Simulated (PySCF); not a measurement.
# How the numerical set-up moves the result for F⁺ (triplet)

Aim: see how much the energy and properties of F⁺ (triplet) depend on the numerical set-up.

Method: method and basis as typed in the scripts; program: PySCF 2.14.0.

4 further runs of the same task are left out: 4 that didn't finish.

## 1. The atom

F⁺ (triplet): 1 atom, charge 1, spin multiplicity 3.

## 2. The base run

Input file input.py:

```python
from pyscf import gto, scf, cc

mol = gto.M(
    atom='F 0 0 0',
    basis='pcseg-1',
    charge=1,
    spin=2,
    verbose=4,
)
mf = scf.UHF(mol)
mf = mf.density_fit(auxbasis='def2-universal-jkfit')
mf.kernel()
mycc = cc.CCSD(mf, frozen=1)
mycc.kernel()
e = mycc.ipccsd(nroots=5)[0]
print('roots (eV) =', (e*27.211386).round(3))
mf.dip_moment()
print('orbital energies (hartree):', [e[max(0, n-3):n+3].round(4) for e, n in zip(mf.mo_energy, mol.nelec)])
```

On the command line:

```sh
> OMP_NUM_THREADS=1 python input.py
```

Its log is not repeated here.

In short: E(SCF) = -98.758161 Eh, 8 cycles, E(CCSD) − E(SCF) = -0.10255 Eh, ⟨S²⟩ = 2.004, ionisation roots 34.004, 35.502, 39.229, 39.229, 40.060 eV.

The triplet is typed in the script; nothing here shows that it is the ground state.

## 3. Def2-svp

Variant 1 changes basis set: pcseg-1 → def2-svp.

Input file input.py:

```python
from pyscf import gto, scf, cc

mol = gto.M(
    atom='F 0 0 0',
    basis='def2-svp',
    charge=1,
    spin=2,
    verbose=4,
)
mf = scf.UHF(mol)
mf = mf.density_fit(auxbasis='def2-universal-jkfit')
mf.kernel()
mycc = cc.CCSD(mf, frozen=1)
mycc.kernel()
e = mycc.ipccsd(nroots=5)[0]
print('roots (eV) =', (e*27.211386).round(3))
mf.dip_moment()
print('orbital energies (hartree):', [e[max(0, n-3):n+3].round(4) for e, n in zip(mf.mo_energy, mol.nelec)])
```

On the command line:

```sh
> OMP_NUM_THREADS=1 python input.py
```

## 4. Cc-pvdz

Variant 2 changes basis set: pcseg-1 → cc-pvdz.

Changes to input.py since step 2:

```diff
@@ -4,3 +4,3 @@
     atom='F 0 0 0',
-    basis='pcseg-1',
+    basis='cc-pvdz',
     charge=1,
```

## 5. Cc-pcvtz

Variant 3 changes basis set: pcseg-1 → cc-pcvtz.

Changes to input.py since step 2:

```diff
@@ -4,3 +4,3 @@
     atom='F 0 0 0',
-    basis='pcseg-1',
+    basis='cc-pcvtz',
     charge=1,
```

Before running it: what results should come out? Wanted: for each run, E(SCF); from base; gap, α spin; after the SCF.

The runs gave:

| run | E(SCF) (hartree) | from base (eV) | cycles | gap, α spin (eV) | functions | after the SCF |
| --- | --- | --- | --- | --- | --- | --- |
| base | -98.758161 | 0 | 8 | 55.75 | 14 | CCSD correlation -2.790 eV, core frozen, first root 34.00 eV |
| def2-svp | -98.704380 | +1.4635 | 8 | 57.95 | 14 | CCSD correlation -2.969 eV, core frozen, first root 34.30 eV |
| cc-pvdz | -98.800476 | -1.1514 | 8 | 59.13 | 14 | CCSD correlation -3.058 eV, core frozen, first root 34.19 eV |
| cc-pcvtz | -98.830562 | -1.9701 | 8 | 49.06 | 43 | CCSD correlation -4.463 eV, core frozen, first root 34.65 eV |

The largest comparable shift of the SCF energy, -1.970 eV, comes with the run “cc-pcvtz”. def2-svp (14 functions) gives an energy 1.46 eV higher than pcseg-1 (14). cc-pvdz (14 functions) gives an energy 1.15 eV lower than pcseg-1 (14). cc-pcvtz (43 functions) gives an energy 1.97 eV lower than pcseg-1 (14).
